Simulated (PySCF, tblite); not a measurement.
**Si3As2H10: geometry, infrared bands and NMR shifts**

What infrared bands and NMR shifts should Si3As2H10 (`[SiH3][AsH][SiH2][AsH][SiH3]`) show?

Programs: tblite 0.8.0 and PySCF 2.14.0, with density-fitted response routines of our own. Each step states its level of theory. These are calculated values for one molecule in the gas phase, unless marked as measured. Atoms are numbered from 0 throughout.

## (1) Starting geometry

15 atoms, charge 0, multiplicity 1; geometry from: force field or distance geometry start.

Bonds of the start (Å): Si0–As1 2.30, As1–Si2 2.32, Si2–As3 2.33, As3–Si4 2.33, Si0–H5 1.46, Si0–H6 1.48, Si0–H7 1.46, As1–H8 1.56, Si2–H9 1.46, Si2–H10 1.48, As3–H11 1.57, Si4–H12 1.47, Si4–H13 1.46, Si4–H14 1.47.

## (2) Relaxing the molecule with GFN2-xTB

Job settings and geometry (Å):

```
{"job": {"kind": "relax", "xc": "GFN2-xTB", "basis": "xTB"}, "charge": 0, "multiplicity": 1}
Si    -2.493700     1.159700    -0.167100
As    -1.265700     0.014200     1.409800
Si    -0.139900    -1.217800    -0.206600
As     1.282400     0.187600    -1.399000
Si     2.694400     0.421400     0.442200
H     -1.631500     2.105000    -0.880000
H     -3.583100     1.904500     0.498100
H     -3.074300     0.216000    -1.122700
H     -2.358000    -1.089700     1.588400
H      0.619800    -2.289800     0.434600
H     -1.129200    -1.807600    -1.137500
H      2.099700    -1.029400    -1.951300
H      2.990300    -0.897000     1.015800
H      2.041600     1.257100     1.448000
H      3.942800     1.073600     0.005400
```

Run with:

```
OMP_NUM_THREADS=1 python probes_run.py task.json out
```

One launch serves the whole session: the jobs run in the order shown.

Log:

```text
step      E/eV     max force
  0    -409.10409    0.593
  1    -409.13127    0.445
  2    -409.15872    0.188
  3    -409.16226    0.170
  4    -409.17557    0.200
  5    -409.17905    0.195
  6    -409.18431    0.135
  7    -409.18555    0.127
  8    -409.18700    0.100
  9    -409.18876    0.129
 10    -409.19108    0.128
 11    -409.19313    0.103
 12    -409.19476    0.102
 13    -409.19610    0.096
 14    -409.19721    0.075
 15    -409.19788    0.059
 16    -409.19831    0.052
 17    -409.19879    0.064
 18    -409.19947    0.070
 19    -409.20022    0.071
 20    -409.20074    0.044
 21    -409.20098    0.032
 22    -409.20113    0.032
 23    -409.20135    0.039
 24    -409.20168    0.051
 25    -409.20211    0.061
 26    -409.20258    0.078
 27    -409.20306    0.075
 28    -409.20356    0.069
 29    -409.20401    0.072
 30    -409.20431    0.042
 31    -409.20451    0.041
 32    -409.20472    0.047
 33    -409.20503    0.072
 34    -409.20543    0.086
 35    -409.20576    0.063
 36    -409.20593    0.032
 37    -409.20606    0.042
 38    -409.20622    0.045
 39    -409.20646    0.062
 40    -409.20671    0.052
 41    -409.20685    0.029
 42    -409.20692    0.026
 43    -409.20699    0.024
 44    -409.20711    0.042
 45    -409.20729    0.050
 46    -409.20748    0.037
 47    -409.20759    0.019
 48    -409.20763    0.018
 49    -409.20767    0.018
 50    -409.20774    0.024
 51    -409.20786    0.037
 52    -409.20804    0.045
 53    -409.20825    0.040
 54    -409.20841    0.031
 55    -409.20851    0.027
 56    -409.20859    0.019
 57    -409.20869    0.027
 58    -409.20881    0.034
 59    -409.20895    0.034
 60    -409.20909    0.034
 61    -409.20923    0.030
 62    -409.20936    0.027
 63    -409.20948    0.026
 64    -409.20961    0.035
 65    -409.20977    0.038
 66    -409.21004    0.060
 67    -409.21060    0.095
 68    -409.21183    0.139
 69    -409.21393    0.176
 70    -409.21617    0.188
 71    -409.21798    0.117
 72    -409.21831    0.103
 73    -409.21948    0.064
 74    -409.21980    0.059
 75    -409.22061    0.054
 76    -409.22145    0.087
 77    -409.22253    0.095
 78    -409.22388    0.080
 79    -409.22521    0.044
 80    -409.22614    0.040
 81    -409.22665    0.037
 82    -409.22686    0.026
 83    -409.22697    0.024
 84    -409.22705    0.024
 85    -409.22713    0.029
 86    -409.22722    0.024
 87    -409.22732    0.018
 88    -409.22736    0.010
 89    -409.22737    0.007
```

Run time: 1.3 s. Hardware: 1 thread of Arm Neoverse N1, shared host.

Along the way: (not every step is listed)

| step | energy from step 0 (eV) | largest force (eV/Å) |
| --- | --- | --- |
| 0 | 0.0000 | 0.5933 |
| 1 | -0.0272 | 0.4452 |
| 2 | -0.0546 | 0.1877 |
| 3 | -0.0582 | 0.1700 |
| 4 | -0.0715 | 0.1997 |
| 5 | -0.0750 | 0.1955 |
| 6 | -0.0802 | 0.1350 |
| 7 | -0.0815 | 0.1266 |
| 8 | -0.0829 | 0.0996 |
| 15 | -0.0938 | 0.0595 |
| 22 | -0.0970 | 0.0316 |
| 29 | -0.0999 | 0.0716 |
| 36 | -0.1018 | 0.0325 |
| 43 | -0.1029 | 0.0237 |
| 50 | -0.1037 | 0.0241 |
| 57 | -0.1046 | 0.0269 |
| 64 | -0.1055 | 0.0348 |
| 71 | -0.1139 | 0.1172 |
| 78 | -0.1198 | 0.0797 |
| 84 | -0.1230 | 0.0238 |
| 85 | -0.1230 | 0.0292 |
| 86 | -0.1231 | 0.0241 |
| 87 | -0.1232 | 0.0175 |
| 88 | -0.1233 | 0.0105 |
| 89 | -0.1233 | 0.0071 |

Close pairs (by a distance rule), those that changed most:

| bond | before (Å) | after (Å) | change (Å) |
| --- | --- | --- | --- |
| As3–H11 | 1.567 | 1.508 | -0.059 |
| As1–H8 | 1.563 | 1.508 | -0.055 |
| Si2–H9 | 1.462 | 1.480 | +0.018 |
| As3–Si4 | 2.332 | 2.316 | -0.016 |
| Si4–H13 | 1.462 | 1.477 | +0.015 |
| As1–Si2 | 2.323 | 2.339 | +0.015 |
| Si0–As1 | 2.304 | 2.316 | +0.013 |
| Si0–H5 | 1.465 | 1.477 | +0.012 |

The next job starts from the end point, and lists it.

## (3) Infrared spectrum with GFN2-xTB

Job settings and geometry (Å):

```
{"job": {"kind": "ir", "xc": "GFN2-xTB", "basis": "xTB"}, "charge": 0, "multiplicity": 1}
Si    -2.176852     1.251447     0.011474
As    -1.291988    -0.353335     1.427998
Si    -0.186963    -1.531932    -0.262796
As     1.228137    -0.156614    -1.517970
Si     2.406940     0.641071     0.309465
H     -1.070161     2.091965    -0.487612
H     -3.122057     2.124424     0.719662
H     -2.873046     0.724808    -1.173033
H     -2.518829    -1.226458     1.347690
H      0.539750    -2.659513     0.362027
H     -1.131360    -2.190782    -1.192340
H      2.210336    -1.270081    -1.780621
H      2.913057    -0.393612     1.225136
H      1.510430     1.507082     1.101435
H      3.558194     1.449521    -0.112427
```

Log:

```text
mode    cm-1     km/mol
  1      33.9      0.71
  2      40.2      0.08
  3      65.0      0.25
  4      87.0      0.06
  5      90.7      0.36
  6     109.4      0.72
  7     111.6      0.52
  8     308.0      3.98
  9     359.2      6.31
 10     368.8      3.81
 11     373.3     43.85
 12     393.3      3.98
 13     421.6     49.66
 14     431.3     33.15
 15     466.3     23.01
 16     472.9     18.17
 17     571.2      0.08
 18     604.0     58.04
 19     619.9     11.96
 20     647.0    326.86
 21     651.6     37.11
 22     661.6    235.48
 23     785.6    310.19
 24     787.8    337.40
 25     799.0    541.88
 26     801.8    314.04
 27     810.2    349.59
 28     815.0     16.20
 29     829.0    175.76
 30    1846.6    916.73
 31    1851.2    525.61
 32    2092.3    342.32
 33    2103.6    182.88
 34    2119.4    541.24
 35    2130.6    278.72
 36    2176.6    264.03
 37    2177.0    426.65
 38    2200.6    476.58
 39    2203.2    176.26
```

Wall time 1.2 s (1 thread of Arm Neoverse N1, shared host).

Which atoms move in the most intense modes:

| cm⁻¹ | km/mol | atoms |
| --- | --- | --- |
| 799 | 541.9 | H6 19 %, H14 18 %, H7 15 %, H12 15 % |
| 810 | 349.6 | H12 28 %, H7 25 %, H13 14 %, H5 13 % |
| 1847 | 916.7 | H8 57 %, H11 41 % |
| 1851 | 525.6 | H11 57 %, H8 41 % |
| 2092 | 342.3 | H10 47 %, H9 46 % |
| 2119 | 541.2 | H13 54 %, H5 41 % |
| 2177 | 426.6 | H7 81 %, H12 14 % |
| 2201 | 476.6 | H6 52 %, H14 45 % |

## (4) Shielding tensors: PBE0/pcSseg-1

The job, as its differences from that of step 3:

```diff
@@ -1,2 +1,2 @@
-{"job": {"kind": "ir", "xc": "GFN2-xTB", "basis": "xTB"}, "charge": 0, "multiplicity": 1}
+{"job": {"kind": "nmr", "xc": "PBE0", "basis": "pcSseg-1"}, "charge": 0, "multiplicity": 1}
 Si    -2.176852     1.251447     0.011474
```

Level: GIAO PBE0/pcSseg-1 NMR shielding, non-relativistic, gas phase.

Log:

```text
coarse grid: 58624 points
cycle   1  E = -5344.8126282975  dE = -1.642e+00  |g| = 9.406e-01  |ddm| = 3.719e+00
cycle   2  E = -5344.8245589549  dE = -1.193e-02  |g| = 6.175e-01  |ddm| = 4.847e-01
cycle   3  E = -5344.8447611817  dE = -2.020e-02  |g| = 1.084e-01  |ddm| = 3.615e-01
cycle   4  E = -5344.8457462875  dE = -9.851e-04  |g| = 2.064e-02  |ddm| = 1.232e-01
cycle   5  E = -5344.8458713032  dE = -1.250e-04  |g| = 2.558e-03  |ddm| = 3.589e-02
cycle   6  E = -5344.8458736407  dE = -2.338e-06  |g| = 7.922e-04  |ddm| = 4.854e-03
final grid: 115648 points
cycle   7  E = -5344.8459356324  dE = -4.217e-08  |g| = 9.141e-04  |ddm| = 3.398e-03
cycle   8  E = -5344.8459355349  dE =  9.749e-08  |g| = 1.066e-03  |ddm| = 2.727e-03
cycle   9  E = -5344.8459359350  dE = -4.001e-07  |g| = 5.376e-05  |ddm| = 1.455e-03
cycle  10  E = -5344.8459359360  dE = -1.060e-09  |g| = 1.623e-05  |ddm| = 1.105e-04
cycle  11  E = -5344.8459359361  dE = -4.275e-11  |g| = 1.955e-06  |ddm| = 1.754e-05
converged SCF energy = -5344.8459359361

GIAO shielding tensors (ppm)
atom      isotropic    diamagn.    paramagn.     s11        s22        s33       span
  0 Si     436.225     879.606    -443.381    397.468    439.187    472.019     74.551
  1 As    2076.584    2880.064    -803.480   1927.333   1990.566   2311.854    384.521
  2 Si     404.495     879.697    -475.202    381.116    391.097    441.271     60.155
  3 As    2075.967    2880.072    -804.105   1926.908   1989.257   2311.735    384.827
  4 Si     436.213     879.593    -443.380    397.767    438.914    471.958     74.191
  5 H       27.632      29.377      -1.745     22.498     28.457     31.939      9.441
  6 H       27.588      28.414      -0.826     23.158     24.620     34.984     11.826
  7 H       27.531      28.822      -1.292     23.495     25.174     33.923     10.429
  8 H       30.092      29.665       0.427     22.129     23.513     44.634     22.505
  9 H       26.770      28.998      -2.227     21.785     25.035     33.490     11.706
 10 H       26.768      28.997      -2.228     21.784     25.034     33.488     11.703
 11 H       30.095      29.672       0.422     22.126     23.517     44.641     22.515
 12 H       27.528      28.814      -1.286     23.492     25.169     33.922     10.429
 13 H       27.627      29.361      -1.734     22.500     28.444     31.937      9.436
 14 H       27.586      28.406      -0.821     23.156     24.620     34.982     11.827
```

Run time: 67 s. Hardware: 1 thread of Arm Neoverse N1, shared host; peak memory 0.86 GiB.

The references, computed at this level on geometries of the same kind, shield at (ppm): 1H TMS 31.72, 29Si TMS 349.2, 75As AsH3 1989. Their shielding less the atom's gives the shift. The references are single molecules in the gas phase. Shifts against hydride references such as AlH4− lie on their own scale. Atoms listed in one row are averaged.

| atoms | environment | σ (ppm) | δ (ppm) |
| --- | --- | --- | --- |
| H9, H10 | hydrogen on a silicon bonded to 2 As | 26.77 | 4.95 |
| H5, H6, H7, H12, H13, H14 | hydrogen on a silicon bonded to As | 27.58 | 4.14 |
| H8, H11 | hydrogen on an arsenic bonded to 2 Si | 30.09 | 1.62 |
| Si2 | silicon bonded to 2 As, 2 H | 404.5 | -55.3 |
| Si0, Si4 | silicon bonded to As, 3 H | 436.2 | -87.1 |
| As1, As3 | arsenic bonded to 2 Si, H | 2076 | -88 |

Charges from the same density, by scheme (e):

| atoms | Mulliken | IAO | Hirshfeld | ESP fit |
| --- | --- | --- | --- | --- |
| Si0, Si4 | 0.40 | 0.37 | 0.23 | 0.30 |
| As1, As3 | -0.54 | -0.13 | 0.00 | -0.25 |
| Si2 | 0.46 | 0.32 | 0.19 | 0.28 |

Mayer bond orders: Si0–As1 0.92, As1–Si2 0.91, Si2–As3 0.91, As3–Si4 0.92.

## (5) Outcome

```
                                                                 quantity                  value
                                strongest single infrared mode (GFN2-xTB)  1847 cm⁻¹, 917 km/mol
                                             zero-point energy (GFN2-xTB)          49.2 kcal/mol
   1H shifts against TMS (PBE0/pcSseg-1, means over atoms taken as alike)   4.95, 4.14, 1.62 ppm
 29Si shifts against TMS (PBE0/pcSseg-1, means over atoms taken as alike)       -55.3, -87.1 ppm
75As shifts against AsH3 (PBE0/pcSseg-1, means over atoms taken as alike)                -88 ppm
```

Relaxing lowered the energy by 0.123 eV in 89 steps; the close pair that moved most is As3–H11, from 1.567 to 1.508 Å. All 39 modes are real, so the xTB geometry is a minimum. The strongest single mode, at 1847 cm⁻¹, moves mainly H8 and H11. GFN2-xTB is a fitted tight-binding method: band positions and strengths are rough. Its intensities can rank the bands wrongly. At PBE0/pcSseg-1: The widest tensor belongs to As1, As3: span 385 ppm, with a paramagnetic part of -804 ppm. Spin-orbit coupling is left out, which matters for shieldings and couplings at and beside the heavy atoms.
